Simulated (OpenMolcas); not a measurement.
**BrF (bromine fluoride) at 6 levels**

Aim: a comparison of 6 runs (HF/STO-3G, B3LYP/cc-pVTZ, M06-2X/cc-pVTZ, M06-L/cc-pVTZ, PBE/cc-pVTZ, r2SCAN/cc-pVTZ) of BrF (bromine fluoride). 

The results are computed with OpenMolcas 26.06.

## (1) Starting point

BrF: 2 atoms, total charge 0, spin state singlet. As SMILES, `FBr`. The shape is that of a PBE0-D4/def2-TZVP optimisation.

Bond lengths: F1–Br2 1.754 Å.

## (2) Energy and gradient at HF/STO-3G (run 1)

Input file input.xyz:

```xyz
2

F      0.000000     0.000000     0.023210
Br     0.000000     0.000000     1.776730
```

Input file calc.input:

```
&GATEWAY
  BasLib=$CurrDir
  Coord=input.xyz
  Basis=STO-3G
  Group=NoSym

&SEWARD

&SCF
  Thresholds=1e-10 1e-07 1e-07 1e-05
  PrOrbitals=0

&ALASKA
```

The basis set STO-3G is read from a file made from the Basis Set Exchange's data (not shown).

Run with:

```
$ export MOLCAS_MEM=1860
$ pymolcas calc.input > calc.log
```

The program printed:

```text
--- Start Module: gateway ---
[...]
--- Stop Module: gateway /rc=_RC_ALL_IS_WELL_ ---
[...]
      Basis functions           23
[...]
--- Start Module: scf ---
[...]
       Convergence after   9 Iterations
[...]
::    Total SCF energy                              -2642.6358919459
[...]
      Total spin, S                                     0.0000000000
[...]
      Total electronic charge=   44.000000
      Total            charge=   -0.000000
[...]
      Dipole Moment (debye):
      Origin of the operator (angstrom)=    0.0000    0.0000    1.4365
                   X=  1.5057E-16               Y= -1.5821E-17               Z=  7.1306E-02           Total=  7.1306E-02
      Quadrupole Moment (debye*angstrom):
[...]
--- Stop Module: scf /rc=_RC_ALL_IS_WELL_ ---
--- Start Module: alaska ---
[...]
 *              Molecular gradients               *
 **************************************************
  Irreducible representation: a
 ------------------------------------------------------------------------------------------
                              X                       Y                       Z
 ------------------------------------------------------------------------------------------
  F1               -2.36237707972728E-18   -6.29718256648575E-18    1.51108256834220E-02
  BR2               2.36237707972732E-18    6.29718256648575E-18   -1.51108256834291E-02
 ------------------------------------------------------------------------------------------
--- Stop Module: alaska /rc=_RC_ALL_IS_WELL_ ---
[...]
```

Run time: 1.3 s. Hardware: 1 thread of Intel Xeon 6975P-C (Granite Rapids), shared host; peak memory 0.37 GiB.

## (3) Energy and forces at B3LYP/cc-pVTZ (run 2)

Input file run.input:

```
&GATEWAY
 BasLib
 $CurrDir
 Coord
 2
 bohr
 F      0.00000000     0.00000000     0.04386054
 Br     0.00000000     0.00000000     3.35753310
 Basis
 cc-pVTZ
 Group
 NoSym

&SEWARD
 GridInput
 Grid=UltraFine
 End of Grid

&SCF
 KSDFT
 B3LYP
 Thresholds
 1e-10 1e-07 1e-07 1e-05
 PrOrbitals
 1 1

&ALASKA
```

The basis set cc-pVTZ is read from a file made from the Basis Set Exchange's data (not shown).

Run with:

```
$ export MOLCAS_MEM=1860
$ pymolcas run.input > run.log
```

The program printed:

```text
--- Start Module: gateway ---
[...]
--- Stop Module: gateway /rc=_RC_ALL_IS_WELL_ ---
[...]
      Basis functions           73
[...]
--- Start Module: scf ---
[...]
       Convergence after  13 Iterations
[...]
::    Total KS-DFT energy                           -2674.0475579414
[...]
      Total spin, S                                     0.0000000000
[...]
      Total electronic charge=   44.000000
      Total            charge=   -0.000000
[...]
      Dipole Moment (debye):
      Origin of the operator (angstrom)=    0.0000    0.0000    1.4365
                   X=  8.9327E-15               Y=  8.2435E-15               Z=  1.3768E+00           Total=  1.3768E+00
      Quadrupole Moment (debye*angstrom):
[...]
--- Stop Module: scf /rc=_RC_ALL_IS_WELL_ ---
[...]
--- Start Module: alaska ---
[...]
 *              Molecular gradients               *
 **************************************************
  Irreducible representation: a
 ------------------------------------------------------------------------------------------
                              X                       Y                       Z
 ------------------------------------------------------------------------------------------
  F1                1.03654609179491E-15    7.27441197424769E-16    1.07196520486781E-02
  BR2              -1.02940121006614E-15   -7.30784304532274E-16   -1.07196520486532E-02
 ------------------------------------------------------------------------------------------
--- Stop Module: alaska /rc=_RC_ALL_IS_WELL_ ---
[...]
```

Run time: 11 s. Hardware: 1 thread of Intel Xeon 6975P-C (Granite Rapids), shared host; peak memory 0.43 GiB.

Runs 3 to 5 aren't shown in full; the table further down has their settings and results.

## (4) Energy and forces at r2SCAN/cc-pVTZ (run 6)

Input file test.inp:

```
>>> EXPORT MOLCAS_PRINT=2
&gateway
baslib = $CurrDir
coord
2
bohr
F      0.00000000     0.00000000     0.04386054
Br     0.00000000     0.00000000     3.35753310
basis = cc-pVTZ
group = NoSym
&seward
gridinput
Grid=UltraFine
End of Grid
&scf
ksdft = 2
1.0 MGGA_X_R2SCAN
1.0 MGGA_C_R2SCAN
thresholds = 1e-10 1e-07 1e-07 1e-05
prorbitals = 1 2
&alaska
```

The basis set cc-pVTZ is read from a file made from the Basis Set Exchange's data (not shown).

Run with:

```
$ export MOLCAS_MEM=1860
$ pymolcas test.inp > test.log
```

The program printed:

```text
--- Start Module: gateway ---
[...]
--- Stop Module: gateway /rc=_RC_ALL_IS_WELL_ ---
[...]
      Basis functions           73
[...]
--- Start Module: scf ---
[...]
       Convergence after  12 Iterations
[...]
::    Total KS-DFT energy                           -2673.9591643112
[...]
      Total spin, S                                     0.0000000000
[...]
      Total electronic charge=   44.000000
      Total            charge=   -0.000000
[...]
      Dipole Moment (debye):
      Origin of the operator (angstrom)=    0.0000    0.0000    1.4365
                   X=  1.2890E-14               Y=  6.2769E-15               Z=  1.2409E+00           Total=  1.2409E+00
      Quadrupole Moment (debye*angstrom):
[...]
--- Stop Module: scf /rc=_RC_ALL_IS_WELL_ ---
[...]
--- Start Module: alaska ---
[...]
 *              Molecular gradients               *
 **************************************************
  Irreducible representation: a
 ------------------------------------------------------------------------------------------
                              X                       Y                       Z
 ------------------------------------------------------------------------------------------
  F1               -8.17985831466019E-16   -1.74734602262486E-15    7.40561173967080E-03
  BR2               8.12333583969422E-16    1.73124062096138E-15   -7.40561173968501E-03
 ------------------------------------------------------------------------------------------
--- Stop Module: alaska /rc=_RC_ALL_IS_WELL_ ---
[...]
```

It took 13 s on 1 thread of Intel Xeon 6975P-C (Granite Rapids), shared host; peak memory 0.43 GiB.

## (5) All runs side by side

| run | level | integration grid | energy (Eh) | dipole moment (D) | HOMO energy (eV) | LUMO energy (eV) | wall time |
| --- | --- | --- | --- | --- | --- | --- | --- |
| 1 | HF/STO-3G | – | -2642.635892 | 0.07 | -9.06 | 7.49 | 1.3 s |
| 2 | B3LYP/cc-pVTZ | UltraFine | -2674.047558 | 1.38 | -8.53 | -3.56 | 11 s |
| 3 | M06-2X/cc-pVTZ | UltraFine | -2674.020413 | 1.49 | -10.22 | -2.06 | 11 s |
| 4 | M06-L/cc-pVTZ | UltraFine | -2673.904989 | 1.36 | -7.54 | -3.91 | 13 s |
| 5 | PBE/cc-pVTZ | UltraFine | -2673.542363 | 1.21 | -7.29 | -4.38 | 9.6 s |
| 6 | r2SCAN/cc-pVTZ | UltraFine | -2673.959164 | 1.24 | -7.67 | -4.29 | 13 s |

## (6) Results

| quantity | value |
| --- | --- |
| run 6: total energy | -2673.95916 Eh |
| run 6: dipole moment | 1.24 D |
| run 6: HOMO energy | -7.67 eV |
| run 6: LUMO energy | -4.29 eV |
| run 6: HOMO–LUMO gap | 3.38 eV |
| run 6: largest force on an atom | 0.381 eV/Å |

**Reading.** The dipole moment (its size) runs from 0.07 D (HF/STO-3G) to 1.49 D (M06-2X/cc-pVTZ). The two ends differ in method and basis. The HOMO–LUMO gap runs from 2.90 eV (PBE/cc-pVTZ) to 16.55 eV (HF/STO-3G). Totals of different functionals can't be ranked against each other. In run 1 the basis is minimal, so the values are rough. All runs together took 58 s, the longest 13 s.
